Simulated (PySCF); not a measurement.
# Os²⁺ (quintet) with other numerical set-ups

The method stays; parts of the set-up, such as the basis or the Hamiltonian, are changed.

The runs use PySCF 2.14.0; each script names its method and basis.

4 further runs of the same task are left out: 1 for a known fault of the program, 2 that didn't finish, 1 set aside as unsound or not needed.

### Step 1. The atom

Os²⁺ (quintet): 1 atom, charge 2, spin multiplicity 5.

### Step 2. The run that the others are compared with

Input file input.py:

```python
from pyscf import gto, scf, mp

mol = gto.M(
    atom='Os 0 0 0',
    basis='lanl2dz',
    ecp={'Os': 'lanl2dz'},
    charge=2,
    spin=4,
    verbose=3,
)
mf = scf.UHF(mol)
mf.level_shift = 0.3
mf.kernel()
mp.MP2(mf).kernel()
mf.dip_moment()
print('orbital energies (hartree):', [e[max(0, n-3):n+3].round(4) for e, n in zip(mf.mo_energy, mol.nelec)])
```

Started as:

```console
$ python input.py
```

The log of this run is left out.

In short: E(SCF) = -89.379547 Eh, E(MP2) − E(SCF) = -0.03320 Eh, ⟨S²⟩ = 6.002.

No search for the lowest state was made; open d or f shells can end in a higher solution. The quintet is typed in the script; nothing here shows that it is the ground state.

### Step 3. Cartesian functions on

Edit 1 changes Cartesian functions: off → on.

Input file input.py:

```python
from pyscf import gto, scf, mp

mol = gto.M(
    atom='Os 0 0 0',
    basis='lanl2dz',
    ecp={'Os': 'lanl2dz'},
    charge=2,
    spin=4,
    cart=True,
    verbose=3,
)
mf = scf.UHF(mol)
mf.level_shift = 0.3
mf.kernel()
mp.MP2(mf).kernel()
mf.dip_moment()
print('orbital energies (hartree):', [e[max(0, n-3):n+3].round(4) for e, n in zip(mf.mo_energy, mol.nelec)])
```

Started as:

```console
$ python input.py
```

### Step 4. Def2-svpd

Edit 2 changes basis set: lanl2dz → def2-svpd. The core potential changes with it: totals don't compare.

input.py: that of step 2 with these lines changed.

```diff
@@ -4,4 +4,4 @@
     atom='Os 0 0 0',
-    basis='lanl2dz',
-    ecp={'Os': 'lanl2dz'},
+    basis='def2-svpd',
+    ecp={'Os': 'def2-svpd'},
     charge=2,
```

### Step 5. Density fitting auto

Edit 3 changes density fitting: none → auto.

input.py: that of step 2 with these lines changed.

```diff
@@ -11,2 +11,3 @@
 mf = scf.UHF(mol)
+mf = mf.density_fit()
 mf.level_shift = 0.3
```

**Question.** What will these runs give? Wanted: for each run, E(SCF); from base; after the SCF.

**Answer**, as computed:

| run | E(SCF) (hartree) | from base (eV) | functions | after the SCF |
| --- | --- | --- | --- | --- |
| base | -89.379547 | 0 | 22 | MP2 correlation -0.903 eV |
| Cartesian functions on | -89.382036 | -0.0677 | n/a | MP2 correlation -0.954 eV |
| def2-svpd | -89.004264 | not comparable | 35 | MP2 correlation -4.564 eV |
| density fitting auto | -89.384282 | -0.1288 | 22 | MP2 correlation -0.902 eV |

Of the runs whose energies can be compared, “density fitting auto” moves the SCF energy most (-0.129 eV).
